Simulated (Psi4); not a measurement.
**One shape, several levels: singlet InCl2O−**

Wanted: a comparison of 4 runs (B2PLYP/def2-SVPD, CAM-B3LYP/def2-SVPD, wB97M-V/def2-SVPD, wB97X/def2-SVPD) of singlet InCl2O−. 

Program for the calculation: Psi4 1.11.

## Step 1: Starting point

InCl2O−: 4 atoms, total charge -1, spin state singlet. As SMILES of the parent species, `[O][In]([Cl])[Cl]`. The shape is that of a PBE0-D4/def2-TZVP optimisation. That shape belongs to the parent species and isn't relaxed for this state.

Bond lengths: O1–In2 1.989 Å, In2–Cl3 2.293 Å, In2–Cl4 2.293 Å. Angles: O1–In2–Cl3 119.2°, O1–In2–Cl4 119.2°, Cl3–In2–Cl4 121.6°.

## Step 2: A single-point energy at B2PLYP/def2-SVPD (core potential, density fitting for correlation) (run 1)

job.py

```python
import psi4

psi4.set_memory(2200000000)
psi4.set_num_threads(1)
psi4.set_output_file('cl2ino.out', False)

m = psi4.geometry("""
-1 1
O
In 1 1.989397
Cl 2 2.293486 1 119.18722
Cl 2 2.293431 1 119.19248 3 -179.99447
symmetry c1
no_reorient
no_com
""")

psi4.set_options({
    'basis': 'def2-SVPD',
    'puream': True,
    'e_convergence': 1e-09,
    'd_convergence': 1e-08,
    'scf_type': 'pk',
    'dft_radial_points': 99,
    'dft_spherical_points': 590,
    'num_frozen_docc': 15,
})

e = psi4.energy("b2plyp", molecule=m)
print(f'b2plyp energy: {e:.10f} Eh')
for k, v in sorted(psi4.core.scalar_variables().items()):
    print(f'{k:45s} {v:18.10f}')
```

On the command line:

```console
$ python job.py
```

cl2ino.out:

```text
[...]
    !!!  WARNING: ECP capability is in beta. Please check occupations closely.  !!!
[...]
  Running in c1 symmetry.
[...]
  Nuclear repulsion =  286.555128827774297
[...]
  Multiplicity = 1
[...]
  Nalpha       = 32
  Nbeta        = 32
[...]
    Number of basis functions: 109
[...]
   @RKS iter   1: -1184.26201161863969   -1.05829e+00   8.93159e-03 DIIS/ADIIS
[...]
   @RKS iter  15: -1184.74293224264511   -5.45697e-12   6.04908e-09 DIIS
[...]
    Orbital Energies [Eh]
    ---------------------
    Doubly Occupied:
       1A   -102.727411     2A   -102.727394     3A    -19.479810
       4A     -9.759111     5A     -9.759100     6A     -7.403423
       7A     -7.403407     8A     -7.400060     9A     -7.400049
      10A     -7.399635    11A     -7.399624    12A     -4.825945
      13A     -3.172068    14A     -3.168531    15A     -3.162533
      16A     -0.793321    17A     -0.790633    18A     -0.783050
      19A     -0.734570    20A     -0.728867    21A     -0.716595
      22A     -0.704779    23A     -0.682384    24A     -0.334077
      25A     -0.271011    26A     -0.247152    27A     -0.242884
      28A     -0.234970    29A     -0.230178    30A     -0.137440
      31A     -0.107301    32A     -0.106774
[...]
  @RKS Final Energy: -1184.74293224264511
   => Energetics <=
    Nuclear Repulsion Energy =            286.5551288277742970
    One-Electron Energy =               -2292.6112216027695467
    Two-Electron Energy =                 860.5274577042883948
    DFT Exchange-Correlation Energy =     -39.2142971719380995
    Empirical Dispersion Energy =           0.0000000000000000
    VV10 Nonlocal Energy =                  0.0000000000000000
    Total Energy =                      -1184.7429322426451108
[...]
 Multipole Moments:
 ------------------------------------------------------------------------------------
     Multipole            Electronic (a.u.)      Nuclear  (a.u.)        Total (a.u.)
 ------------------------------------------------------------------------------------
 L = 1.  Multiply by 2.5417464519 to convert [e a0] to [Debye]
 Dipole X            :          0.0022757           -0.0022022            0.0000735
 Dipole Y            :          0.0018880           -0.0017176            0.0001704
 Dipole Z            :        -12.2140211           14.2815692            2.0675481
 Magnitude           :                                                    2.0675481
[...]
```

The script printed:

```text
b2plyp energy: -1184.9552684423 Eh
B2PLYP DOUBLE-HYBRID CORRECTION ENERGY             -0.2123361997
B2PLYP TOTAL ENERGY                             -1184.9552684423
CURRENT ENERGY                                  -1184.9552684423
CURRENT REFERENCE ENERGY                        -1184.7429322426
DD SOLVATION ENERGY                                 0.0000000000
DFT FUNCTIONAL TOTAL ENERGY                     -1184.7429322426
DFT TOTAL ENERGY                                -1184.9552684423
DFT VV10 ENERGY                                     0.0000000000
DFT XC ENERGY                                     -39.2142971719
DOUBLE-HYBRID CORRECTION ENERGY                    -0.2123361997
GRID ELECTRONS ALPHA                               32.0000002507
GRID ELECTRONS BETA                                32.0000002507
GRID ELECTRONS TOTAL                               64.0000005014
NUCLEAR REPULSION ENERGY                          286.5551288278
ONE-ELECTRON ENERGY                             -2292.6112216028
PCM POLARIZATION ENERGY                             0.0000000000
PE ENERGY                                           0.0000000000
SCF ITERATION ENERGY                            -1184.7429322426
SCF ITERATIONS                                     15.0000000000
SCF TOTAL ENERGY                                -1184.7429322426
TWO-ELECTRON ENERGY                               860.5274577043
XC GRID RADIAL POINTS                              99.0000000000
XC GRID SPHERICAL POINTS                          590.0000000000
XC GRID TOTAL POINTS                           225615.0000000000
```

It took 16 s on 1 thread of Intel Xeon Platinum 8375C at 2.90GHz (Ice Lake), shared host; peak memory 0.76 GiB.

## Step 3: Energy and forces at CAM-B3LYP/def2-SVPD (core potential) (run 2)

calc.in

```
memory 2200 MB

molecule geom {
  -1 1
  O      0.606300     1.014000     1.667600
  In     0.031700     0.016000     0.045400
  Cl     0.741600    -2.145000    -0.248200
  Cl    -1.324100     1.054700    -1.485200
  symmetry c1
}

set basis def2-SVPD
set puream true
set e_convergence 1e-09
set d_convergence 1e-08
set scf_type pk
set dft_radial_points 99
set dft_spherical_points 590

gradient("cam-b3lyp")
```

On the command line:

```console
$ psi4 -i calc.in -o calc.out -n 1
```

calc.out (excerpt; [...] marks lines left out):

```text
[...]
    !!!  WARNING: ECP capability is in beta. Please check occupations closely.  !!!
[...]
  Running in c1 symmetry.
[...]
  Nuclear repulsion =  286.555074893542837
[...]
  Multiplicity = 1
[...]
  Nalpha       = 32
  Nbeta        = 32
[...]
    Number of basis functions: 109
[...]
   @RKS iter   1: -1185.00286647272742   -9.49730e-01   9.58567e-03 DIIS/ADIIS
[...]
   @RKS iter  14: -1185.54417126318640   -5.68434e-12   6.69568e-09 DIIS
[...]
  @RKS Final Energy: -1185.54417126318640
   => Energetics <=
    Nuclear Repulsion Energy =            286.5550748935428373
    One-Electron Energy =               -2292.4670364492699264
    Two-Electron Energy =                 882.2009517927427851
    DFT Exchange-Correlation Energy =     -61.8331615002022872
    Empirical Dispersion Energy =           0.0000000000000000
    VV10 Nonlocal Energy =                  0.0000000000000000
    Total Energy =                      -1185.5441712631866267
[...]
 Multipole Moments:
 ------------------------------------------------------------------------------------
     Multipole            Electronic (a.u.)      Nuclear  (a.u.)        Total (a.u.)
 ------------------------------------------------------------------------------------
 L = 1.  Multiply by 2.5417464519 to convert [e a0] to [Debye]
 Dipole X            :          3.5507110           -4.1223022           -0.5715912
 Dipole Y            :          6.1727095           -7.1651270           -0.9924175
 Dipole Z            :         10.0327421          -11.6460658           -1.6133237
 Magnitude           :                                                    1.9784899
[...]
  -Total Gradient:
     Atom            X                  Y                   Z
    ------   -----------------  -----------------  -----------------
       1        0.009402057336     0.016326832890     0.026538848035
       2       -0.024000839049    -0.041665077361    -0.067745925018
       3       -0.007058164474     0.034892247725     0.011994875343
       4        0.021649169458    -0.009567435194     0.029190393861
[...]
```

It took 37 s on 1 thread of Intel Xeon Platinum 8375C at 2.90GHz (Ice Lake), shared host; peak memory 0.88 GiB.

## Step 4: A single-point energy at wB97M-V/def2-SVPD (core potential) (run 3)

cl2ino.dat

```
memory 2.2 GB

molecule geom {
  -1 1
  O      0.606300     1.014000     1.667600
  In     0.031700     0.016000     0.045400
  Cl     0.741600    -2.145000    -0.248200
  Cl    -1.324100     1.054700    -1.485200
  units angstrom
  symmetry c1
  no_reorient
  no_com
}

set basis def2-SVPD
set puream true
set e_convergence 1e-09
set d_convergence 1e-08
set scf_type pk
set dft_radial_points 99
set dft_spherical_points 590

e_tot, wfn = energy('wb97m-v', return_wfn=True)
print_variables()
```

On the command line:

```console
$ psi4 -n 1 cl2ino.dat cl2ino.out
```

cl2ino.out:

```text
[...]
    !!!  WARNING: ECP capability is in beta. Please check occupations closely.  !!!
[...]
  Running in c1 symmetry.
[...]
  Nuclear repulsion =  286.555074893542837
[...]
  Multiplicity = 1
[...]
  Nalpha       = 32
  Nbeta        = 32
[...]
    Number of basis functions: 109
[...]
   @RKS iter   1: -1184.95571790709300   -1.12543e+00   9.16645e-03 ADIIS/DIIS
[...]
   @RKS iter  15: -1185.45565478771050   -8.41283e-12   7.00932e-09 DIIS
[...]
    Orbital Energies [Eh]
    ---------------------
    Doubly Occupied:
       1A   -101.690808     2A   -101.690791     3A    -19.098337
       4A     -9.489882     5A     -9.489871     6A     -7.198804
       7A     -7.198787     8A     -7.194547     9A     -7.194536
      10A     -7.193997    11A     -7.193986    12A     -4.678815
      13A     -3.077267    14A     -3.072832    15A     -3.067147
      16A     -0.800868    17A     -0.797175    18A     -0.784656
      19A     -0.740743    20A     -0.735259    21A     -0.725016
      22A     -0.713765    23A     -0.689061    24A     -0.379644
      25A     -0.312011    26A     -0.289391    27A     -0.285073
      28A     -0.275694    29A     -0.270473    30A     -0.185690
      31A     -0.149169    32A     -0.145496
[...]
  @RKS Final Energy: -1185.45565478771050
   => Energetics <=
    Nuclear Repulsion Energy =            286.5550748935428373
    One-Electron Energy =               -2292.2684366484372731
    Two-Electron Energy =                 881.6142947985724732
    DFT Exchange-Correlation Energy =     -61.6120180213058575
    Empirical Dispersion Energy =           0.0000000000000000
    VV10 Nonlocal Energy =                  0.2554301899173897
    Total Energy =                      -1185.4556547877102730
[...]
 Multipole Moments:
 ------------------------------------------------------------------------------------
     Multipole            Electronic (a.u.)      Nuclear  (a.u.)        Total (a.u.)
 ------------------------------------------------------------------------------------
 L = 1.  Multiply by 2.5417464519 to convert [e a0] to [Debye]
 Dipole X            :          7.7743087           -8.2890947           -0.5147859
 Dipole Y            :         18.2420643          -19.0618564           -0.8197921
 Dipole Z            :         27.3045584          -28.6739483           -1.3693899
 Magnitude           :                                                    1.6769891
[...]
```

Wall time 73 s (1 thread of Intel Xeon Platinum 8375C at 2.90GHz (Ice Lake), shared host); peak memory 1.1 GiB.

## Step 5: The energy at wB97X/def2-SVPD (core potential) (run 4)

calc.inp

```
memory 2.2 GB

molecule mol {
  -1 1
  O      0.606300     1.014000     1.667600
  In     0.031700     0.016000     0.045400
  Cl     0.741600    -2.145000    -0.248200
  Cl    -1.324100     1.054700    -1.485200
  units angstrom
  symmetry c1
  no_reorient
  no_com
}

set puream true
set e_convergence 1e-09
set d_convergence 1e-08
set scf_type pk
set dft_radial_points 99
set dft_spherical_points 590

e_tot, wfn = energy('wb97x/def2-SVPD', return_wfn=True)
oeprop(wfn, 'MAYER_INDICES', 'WIBERG_LOWDIN_INDICES', 'DIPOLE')
```

On the command line:

```console
$ psi4 -i calc.inp -o calc.out -n 1
```

calc.out:

```text
[...]
    !!!  WARNING: ECP capability is in beta. Please check occupations closely.  !!!
[...]
  Running in c1 symmetry.
[...]
  Nuclear repulsion =  286.555074893542837
[...]
  Multiplicity = 1
[...]
  Nalpha       = 32
  Nbeta        = 32
[...]
    Number of basis functions: 109
[...]
   @RKS iter   1: -1185.06868883192192   -1.14018e+00   9.38441e-03 DIIS/ADIIS
[...]
   @RKS iter  14: -1185.57714598676421   -3.04681e-11   6.52986e-09 DIIS
[...]
    Orbital Energies [Eh]
    ---------------------
    Doubly Occupied:
       1A   -101.319264     2A   -101.319246     3A    -18.955800
       4A     -9.390661     5A     -9.390648     6A     -7.155632
       7A     -7.155614     8A     -7.150816     9A     -7.150804
      10A     -7.150207    11A     -7.150195    12A     -4.637140
      13A     -3.051915    14A     -3.046535    15A     -3.040616
      16A     -0.804915    17A     -0.800763    18A     -0.783118
      19A     -0.739198    20A     -0.733534    21A     -0.724695
      22A     -0.713176    23A     -0.686780    24A     -0.384680
      25A     -0.316905    26A     -0.294412    27A     -0.289746
      28A     -0.280706    29A     -0.275546    30A     -0.188153
      31A     -0.150357    32A     -0.146011
[...]
  @RKS Final Energy: -1185.57714598676421
   => Energetics <=
    Nuclear Repulsion Energy =            286.5550748935428373
    One-Electron Energy =               -2292.5722082905717798
    Two-Electron Energy =                 881.3950734834473906
    DFT Exchange-Correlation Energy =     -60.9550860731825637
    Empirical Dispersion Energy =           0.0000000000000000
    VV10 Nonlocal Energy =                  0.0000000000000000
    Total Energy =                      -1185.5771459867639805
[...]
 Multipole Moments:
 ------------------------------------------------------------------------------------
     Multipole            Electronic (a.u.)      Nuclear  (a.u.)        Total (a.u.)
 ------------------------------------------------------------------------------------
 L = 1.  Multiply by 2.5417464519 to convert [e a0] to [Debye]
 Dipole X            :          7.7650151           -8.2890947           -0.5240796
 Dipole Y            :         18.2259227          -19.0618564           -0.8359337
 Dipole Z            :         27.2783208          -28.6739483           -1.3956275
 Magnitude           :                                                    1.7091579
[...]
```

It took 22 s on 1 thread of Intel Xeon Platinum 8375C at 2.90GHz (Ice Lake), shared host; peak memory 0.88 GiB.

## Step 6: Overview of the runs

```tsv
run	level	task	fitting correlation	energy (Eh)	HOMO energy (eV)	LUMO energy (eV)	HOMO–LUMO gap (eV)	wall time
1	B2PLYP/def2-SVPD (core potential, density fitting for correlation)	energy	density fitting	-1184.955268	-2.91	3.06	5.96	16 s
2	CAM-B3LYP/def2-SVPD (core potential)	gradient	–	-1185.544171	-3.01	2.94	5.95	37 s
3	wB97M-V/def2-SVPD (core potential)	energy	–	-1185.455655	-3.96	3.36	7.32	73 s
4	wB97X/def2-SVPD (core potential)	energy	–	-1185.577146	-3.97	3.90	7.88	22 s
```

## Step 7: Outcome

```
                                                    quantity           value
                                         run 4: total energy  -1185.57715 Eh
                                          run 4: HOMO energy        -3.97 eV
                                          run 4: LUMO energy         3.90 eV
run 4: HOMO–LUMO gap (to an unbound level, set by the basis)         7.88 eV
```

In words: The HOMO–LUMO gap runs from 5.95 eV (CAM-B3LYP/def2-SVPD) to 7.88 eV (wB97X/def2-SVPD). The empty levels of an anion lie above zero and hang on the basis. Totals of different functionals can't be ranked against each other. All runs together took 2.5 min, the longest 73 s.
